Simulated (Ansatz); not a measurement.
# SrLiH3 (P1) in Ansatz: convergence with wavefunction cutoff

Aim: find how far wavefunction cutoff must go before the results for SrLiH3 settle, at LDA. This setting moves, with any that are tied to it; all else stays.

All numbers are computed with Ansatz 0.2.0; they aren't measurements. Logs are shortened: lines on timing, memory, paths and dates and some standing lists are left out, and cuts for length are marked.

## Step 1: The cell of the first run

The typed cell holds 5 atoms: a = 4.631 Å, b = 4.631 Å, c = 4.631 Å, α = 90.00°, β = 90.00°, γ = 90.00°.

The cell comes from a database or a generator and needn't be the stable form of this composition.

The cell isn't the ideal one: atoms moved at random, drawn with an rms of 0.05 Å.

## Step 2: With wavefunction cutoff 400 eV

The input, input.yaml:

```yaml
crystal:
  lattice:
    - [4.630791, 0.0, 0.0]
    - [0.0, 4.630791, 0.0]
    - [0.0, 0.0, 4.630791]
  atoms:
    - { symbol: Sr, position: [0.50328, 0.494336, 0.501929] }
    - { symbol: Li, position: [0.002025, 0.005355, -0.012198] }
    - { symbol: H, position: [0.500896, 0.502019, -0.000943] }
    - { symbol: H, position: [0.505566, 0.007064, 0.487835] }
    - { symbol: H, position: [-0.011432, 0.513162, 0.492109] }
hamiltonian:
  xc: lda
  pseudopotentials: { kind: paw, source: jth, xc_functional: pbe }
kpoints:
  mp_grid: { grid: [4, 4, 4] }
scf:
  occupations: { method: cold, width: 0.05 }
output:
  forces: true
  stress: true
  eigenvalues: true
basis:
  ecutwfc: "400 eV"
```

Potentials or basis: JTH PAW.

Command:

```
$ ansatz run input.yaml --threads 2 --pin off --max-ram 5632MiB --backend cpu --events-out ev --progress --plain --runs-dir out
```

Wall time 2.3 s (2 threads of Arm Neoverse V1, shared host); peak memory 0.32 GiB.

What came out:

* Free energy: -3689.7053 eV
* Pressure: -1.2 GPa
* Largest force: 0.537 eV/Å
* Band gap on the k mesh: 1.63 eV, indirect (least direct gap 2.08 eV)

## Step 3: With wavefunction cutoff 500 eV

Changes to input.yaml since step 2:

```diff
@@ -23,2 +23,2 @@
 basis:
-  ecutwfc: "400 eV"
+  ecutwfc: "500 eV"
```

Potentials or basis: JTH PAW.

Command:

```
$ ansatz run input.yaml --threads 2 --pin off --max-ram 5632MiB --backend cpu --events-out ev --progress --plain --runs-dir out
```

It took 3.4 s on 2 threads of Arm Neoverse V1, shared host; peak memory 0.35 GiB.

Results:

```yaml
Free_energy: -3689.7692 eV
Pressure: -1.2 GPa
Largest_force: 0.535 eV/Å
Band_gap_on_the_k_mesh: 1.63 eV, indirect (least direct gap 2.08 eV)
```

## Step 4: With wavefunction cutoff 600 eV

Changes to input.yaml since step 3:

```diff
@@ -23,2 +23,2 @@
 basis:
-  ecutwfc: "500 eV"
+  ecutwfc: "600 eV"
```

Command:

```
$ ansatz run input.yaml --threads 2 --pin off --max-ram 5632MiB --backend cpu --events-out ev --progress --plain --runs-dir out
```

It took 4.4 s on 2 threads of Arm Neoverse V1, shared host; peak memory 0.33 GiB.

What came out:

| Quantity | Value |
| --- | --- |
| Free energy | -3689.8011 eV |
| Pressure | -1.2 GPa |
| Largest force | 0.534 eV/Å |
| Band gap on the k mesh | 1.64 eV, indirect (least direct gap 2.08 eV) |

## Step 5: With wavefunction cutoff 700 eV

Changes to input.yaml since step 4:

```diff
@@ -23,2 +23,2 @@
 basis:
-  ecutwfc: "600 eV"
+  ecutwfc: "700 eV"
```

Command:

```
$ ansatz run input.yaml --threads 2 --pin off --max-ram 5632MiB --backend cpu --events-out ev --progress --plain --runs-dir out
```

Run time: 4.8 s. Hardware: 2 threads of Arm Neoverse V1, shared host; peak memory 0.36 GiB.

What came out:

```
Free energy            : -3689.8148 eV
Pressure               : -1.2 GPa
Largest force          : 0.534 eV/Å
Band gap on the k mesh : 1.64 eV, indirect (least direct gap 2.08 eV)
```

## Step 6: With wavefunction cutoff 850 eV

Changes to input.yaml since step 5:

```diff
@@ -23,2 +23,2 @@
 basis:
-  ecutwfc: "700 eV"
+  ecutwfc: "850 eV"
```

Potentials or basis: JTH PAW.

Command:

```
$ ansatz run input.yaml --threads 2 --pin off --max-ram 5632MiB --backend cpu --events-out ev --progress --plain --runs-dir out
```

It took 6 s on 2 threads of Arm Neoverse V1, shared host; peak memory 0.41 GiB.

It converged, with:

| Item | Value |
| --- | --- |
| Free energy | -3689.8180 eV |
| Pressure | -1.2 GPa |
| Largest force | 0.534 eV/Å |
| Band gap on the k mesh | 1.64 eV, indirect (least direct gap 2.08 eV) |

## Step 7: With wavefunction cutoff 1000 eV

Changes to input.yaml since step 6:

```diff
@@ -23,2 +23,2 @@
 basis:
-  ecutwfc: "850 eV"
+  ecutwfc: "1000 eV"
```

Command:

```
$ ansatz run input.yaml --threads 2 --pin off --max-ram 5632MiB --backend cpu --events-out ev --progress --plain --runs-dir out
```

Run time: 6.8 s. Hardware: 2 threads of Arm Neoverse V1, shared host; peak memory 0.46 GiB.

The run converged. Its results:

```yaml
Free_energy: -3689.8188 eV
Pressure: -1.2 GPa
Largest_force: 0.534 eV/Å
Band_gap_on_the_k_mesh: 1.64 eV, indirect (least direct gap 2.08 eV)
```

## Step 8: With wavefunction cutoff 1200 eV

Changes to input.yaml since step 7:

```diff
@@ -23,2 +23,2 @@
 basis:
-  ecutwfc: "1000 eV"
+  ecutwfc: "1200 eV"
```

Command:

```
$ ansatz run input.yaml --threads 2 --pin off --max-ram 5632MiB --backend cpu --events-out ev --progress --plain --runs-dir out
```

Wall time 10 s (2 threads of Arm Neoverse V1, shared host); peak memory 0.54 GiB.

It converged, with:

```
Free energy            : -3689.8210 eV
Pressure               : -1.2 GPa
Largest force          : 0.534 eV/Å
Band gap on the k mesh : 1.64 eV, indirect (least direct gap 2.08 eV)
```

## Step 9: With wavefunction cutoff 1400 eV

Changes to input.yaml since step 8:

```diff
@@ -23,2 +23,2 @@
 basis:
-  ecutwfc: "1200 eV"
+  ecutwfc: "1400 eV"
```

Potentials or basis: JTH PAW.

Command:

```
$ ansatz run input.yaml --threads 2 --pin off --max-ram 5632MiB --backend cpu --events-out ev --progress --plain --runs-dir out
```

Wall time 12 s (2 threads of Arm Neoverse V1, shared host); peak memory 0.63 GiB.

The run converged. Its results:

| Property | Result |
| --- | --- |
| Free energy | -3689.8219 eV |
| Pressure | -1.2 GPa |
| Largest force | 0.534 eV/Å |
| Band gap on the k mesh | 1.64 eV, indirect (least direct gap 2.08 eV) |

## Step 10: With wavefunction cutoff 1700 eV

Changes to input.yaml since step 9:

```diff
@@ -23,2 +23,2 @@
 basis:
-  ecutwfc: "1400 eV"
+  ecutwfc: "1700 eV"
```

Potentials or basis: JTH PAW.

Command:

```
$ ansatz run input.yaml --threads 2 --pin off --max-ram 5632MiB --backend cpu --events-out ev --progress --plain --runs-dir out
```

The log of the run:

```text
Warning: the checks of this Sr dataset prove no rule for summing its radial tables, as where they were carried onto another mesh than they were made on, and Gregory's rule is taken, under which a leading mesh point left out moves its sums only by what lay on the interval it spanned. That does not make them correct, and they differ from Quantum ESPRESSO's on this file; a re-export a fraction of a mesh step off can move them. hamiltonian.pseudopotentials.radial_quadrature: simpson_from_first_knot sums it by `pw.x`'s rule; on a PAW file no value gives `pw.x`'s numbers. What more to know: hamiltonian.pseudopotentials.radial_quadrature, in the input reference
Warning: the checks of this Li dataset prove no rule for summing its radial tables, as where they were carried onto another mesh than they were made on, and Gregory's rule is taken, under which a leading mesh point left out moves its sums only by what lay on the interval it spanned. That does not make them correct, and they differ from Quantum ESPRESSO's on this file; a re-export a fraction of a mesh step off can move them. hamiltonian.pseudopotentials.radial_quadrature: simpson_from_first_knot sums it by `pw.x`'s rule; on a PAW file no value gives `pw.x`'s numbers. What more to know: hamiltonian.pseudopotentials.radial_quadrature, in the input reference
Warning: the checks of this H dataset prove no rule for summing its radial tables, as where they were carried onto another mesh than they were made on, and Gregory's rule is taken, under which a leading mesh point left out moves its sums only by what lay on the interval it spanned. That does not make them correct, and they differ from Quantum ESPRESSO's on this file; a re-export a fraction of a mesh step off can move them. hamiltonian.pseudopotentials.radial_quadrature: simpson_from_first_knot sums it by `pw.x`'s rule; on a PAW file no value gives `pw.x`'s numbers. What more to know: hamiltonian.pseudopotentials.radial_quadrature, in the input reference
Warning: RAYON_NUM_THREADS=2 ignored (pool sized by the plan → 2); use --threads N
Engine: ansatz 0.2.0, aarch64-unknown-linux-gnu
Pseudopotentials: kind: paw
Pseudopotential: Sr, paw, valence charge 10, recommended cutoff 690 eV (normal), Sr.paw.azcp
Pseudopotential: Li, paw, valence charge 3, recommended cutoff 1170 eV (normal), Li.paw.azcp
Pseudopotential: H, paw, valence charge 1, recommended cutoff 630 eV (normal), H.paw.azcp
Functional definition: SPW92
  exchange = slater_x
  correlation = pw_c
Crystal: 5 atoms, lattice volume = 99.304 Å³
Basis set: ecut = 1700 eV, 15791 PW (Γ)
Bands: 13, of which v1, the nominal top of the filled ones, is band 8 counted from 1 (7 counted from 0)
Symmetry: 1 space group operations
Space group: P1 (ITA 1), of the structure as read, at distance tolerance 4.6e-5 Å
k-points: 36 of 64 (time reversal used)
Non-local potential: Sr, projectors of the file, l = 0: 2, l = 1: 2, l = 2: 2
Non-local potential: Li, projectors of the file, l = 0: 3, l = 1: 2
Non-local potential: H, projectors of the file, l = 0: 2, l = 1: 1
PAW form: soft (Blöchl's): semilocal exchange-correlation on the pseudo side does not see the compensation charge
PAW frozen core: Sr, regenerated for the run's functional, and the local potential with it (the file was generated under x = pbe(κ = 0.804, μ = 0.2195149727645171), c = pbe(β = 0.06672455060314922))
PAW one-centre angular grid: Sr, 590 points (default); XC on 64 Gauss nodes
PAW one-centre angular grid: Li, 110 points (default); XC on 64 Gauss nodes
PAW one-centre angular grid: H, 110 points (default); XC on 64 Gauss nodes
Initial density: superposition of atomic densities (chi_scale 0.1, normalization cell, long waves kept (reshape's long-wave potential 0.00 eV rms))
Initial wavefunctions: pseudopotential atomic-orbital guess
Functional: x = slater, c = lda
SCF iter   1: F=—  HF=-3691.749924 eV  |F-HF|=—  |Δ(HF+E_count)|=         —  Δρ=5.19e-2  dr2=3.82e0  ethr=3.10e-3  ⟨swp⟩=7.0  Hψ=3938  notcnv=0
preconditioner: auto → Resta (q_TF=auto, 2.013 Å⁻¹)  ε∞=2.8  [insulator: Δε(μ)=3.099 eV  Ē_g=6.764 eV  σ=0.050 eV  W_gap=1.00  n_scr=18 (ndim 8)  ℏωp=9.1 eV  f_vac=0.000  D(μ)=0.00/eV (n_scr^D=0)  ε∞_Penn≈2.8]
SCF iter   2: F=—  HF=-3690.137695 eV  |F-HF|=—  |Δ(HF+E_count)|=    1.61e0  S|Δr|=    0.00e0  Δρ=1.90e-2  dr2=7.36e-1  ethr=3.10e-3  ⟨swp⟩=3.0  Hψ=1314  notcnv=0  defer=36
SCF iter   3: F=—  HF=-3689.822417 eV  |F-HF|=—  |Δ(HF+E_count)|=   3.15e-1  S|Δr|=    0.00e0  Δρ=4.84e-3  dr2=2.23e-2  ethr=3.10e-3  ⟨swp⟩=3.2  Hψ=1121  notcnv=0  defer=36
SCF iter   4: F=—  HF=-3689.822149 eV  |F-HF|=—  |Δ(HF+E_count)|=   2.68e-4  S|Δr|=    0.00e0  Δρ=6.57e-4  dr2=1.33e-3  ethr=1.39e-4  ⟨swp⟩=2.1  Hψ=612  notcnv=0
automatic band count: iteration 4 solves 12 bands in place of 13: the levels show a gap, and the empty bands left out lie too high to hold charge; the band table lists the bands solved (type scf.n_extra_bands for more)
SCF iter   5: F=—  HF=-3689.821973 eV  |F-HF|=—  |Δ(HF+E_count)|=   1.76e-4  S|Δr|=    0.00e0  Δρ=1.47e-4  dr2=2.89e-5  ethr=8.32e-6  ⟨swp⟩=2.0  Hψ=533  notcnv=0
SCF iter   6: F=—  HF=-3689.822042 eV  |F-HF|=—  |Δ(HF+E_count)|=   6.91e-5  S|Δr|=    0.00e0  Δρ=3.50e-5  dr2=1.91e-6  ethr=1.81e-7  ⟨swp⟩=2.0  Hψ=520  notcnv=0
SCF iter   7: F=-3689.822043 eV  HF=-3689.822043 eV  |F-HF|=1.13e-8  |Δ(HF+E_count)|=   2.52e-7  S|Δr|=    0.00e0  Δρ=4.74e-6  dr2=4.25e-8  ethr=6.25e-10  ⟨swp⟩=5.9  Hψ=2784  notcnv=0
SCF 1 converged in 7 iterations: F = -3689.822043 eV  dr2 = 4.25e-8
SCF converged after 7 iterations
Stability not checked: this state was not tested for a lower state beside it, because cold or Methfessel-Paxton smearing, or corrected tetrahedra, fill the levels in a way that the test cannot read (fill_not_monotonic; see scf.lower_state_search)
Free energy (F): -3689.822043 eV
Harris-Foulkes:  -3689.822043 eV  (|F-HF|=1.13e-8)
Internal energy: -3689.822043 eV  (E = F + TS)
E sigma→0 (E₀):  -3689.822043 eV
Fermi energy:    1.337996 eV
Step filling:    the computed levels leave a gap of 1.6352 eV = 32.7 smearing widths at the electron count; against every level under it full and every level over it empty, smearing changes F+E_penalty+E_count by +4.51e-121 meV and its σ→0 estimate by -3.12e-117 meV
--- Per-component energies (eV) ---
  E_band       = -247.527385
  E_kinetic    = 335.967752
  E_local      = -885.165272  (includes V_loc(G=0)·N_el)
  E_nonlocal   = -8.606431
  E_hartree    = 288.707957
  E_xc         = -226.589072
  E_vxc        = -239.787837  (∫ρ·V_xc dr)
  E_paw        = -2595.024181  (= ΣΔE_a)
  E_vpaw       = -27.355014  (= ΣTr[D̂ρ^β])
  E_aug_tail   = 0.000010  (compensation charges beyond the density's cutoff)
  E_ewald      = -599.413758
  E_core_change = 0.300953  (= ΣΔE_core)
  E_smearing   = 0.000000  (= −TS)
  E_closure    = 0.000000  (closes the sum)
  Σ components = -3689.822043   (vs F -3689.822043, Δ=0.00e0)
--- Forces (eV/Å), atoms counted from 1 ---
  atom   1  Sr    -0.35339920     0.37330300    -0.14523405
  atom   2  Li    -0.01263506    -0.05104431     0.04006570
  atom   3  H     -0.01336736    -0.02470410     0.04674450
  atom   4  H     -0.00108659    -0.30315191     0.02349392
  atom   5  H      0.38047598     0.00559299     0.03494259
  max |Σ_I F_I| component: 1.27e-5 eV/Å
--- Stress (GPa, compression-positive) ---
       -1.148632       0.029299      -0.026110
        0.029299      -1.153980       0.020875
       -0.026110       0.020875      -1.246510
  P = ⅓ Tr σ = -1.1830 GPa (-11.830 kbar)
--- Band table (eV; the first three rows and the last of 36) ---
  k-point 0: bands = ["-46.1208", "-32.3894", "-14.4841", "-14.4824", "-14.4803", "-2.7267", "-0.4630", "-0.4570", "5.4549", "5.4976", "5.5002", "5.7191"]
  k-point 1: bands = ["-46.1208", "-32.3880", "-14.5375", "-14.4815", "-14.4798", "-2.3451", "-0.3898", "-0.3643", "4.3410", "5.1644", "5.1679", "6.5895"]
  k-point 2: bands = ["-46.1208", "-32.3866", "-14.5934", "-14.4789", "-14.4772", "-1.8603", "-0.4261", "-0.3142", "4.3403", "4.8959", "4.9082", "6.4100"]
  k-point 35: bands = ["-46.1207", "-32.3809", "-14.5828", "-14.5813", "-14.5795", "0.4755", "0.4832", "0.4853", "2.7115", "2.7144", "2.7183", "4.8360"]
```

It took 15 s on 2 threads of Arm Neoverse V1, shared host; peak memory 0.76 GiB.

Results:

```
Free energy            : -3689.8220 eV
Pressure               : -1.2 GPa
Largest force          : 0.534 eV/Å
Band gap on the k mesh : 1.64 eV, indirect (least direct gap 2.08 eV)
```

## Step 11: Summary

| wavefunction cutoff | energy less the tightest run, at zero smearing (meV/atom) | largest force (eV/Å) | SCF cycles | CPU time (s) | peak memory (GiB) |
| --- | --- | --- | --- | --- | --- |
| 400 eV | 23.34 | 0.537 | 7 | 4.4 | 0.32 |
| 500 eV | 10.57 | 0.535 | 7 | 6.5 | 0.35 |
| 600 eV | 4.19 | 0.534 | 7 | 8.7 | 0.33 |
| 700 eV | 1.45 | 0.534 | 7 | 9.5 | 0.36 |
| 850 eV | 0.82 | 0.534 | 7 | 12 | 0.41 |
| 1000 eV | 0.66 | 0.534 | 7 | 13 | 0.46 |
| 1200 eV | 0.21 | 0.534 | 7 | 20 | 0.54 |
| 1400 eV | 0.03 | 0.534 | 7 | 24 | 0.63 |
| 1700 eV | 0.00 | 0.534 | 7 | 30 | 0.76 |

Against the tightest run, the energy stays within 1 meV/atom from 850 eV on; the largest force stays within 0.005 eV/Å from 400 eV on. The tightest run that finished is the yardstick and may itself not be fully converged.
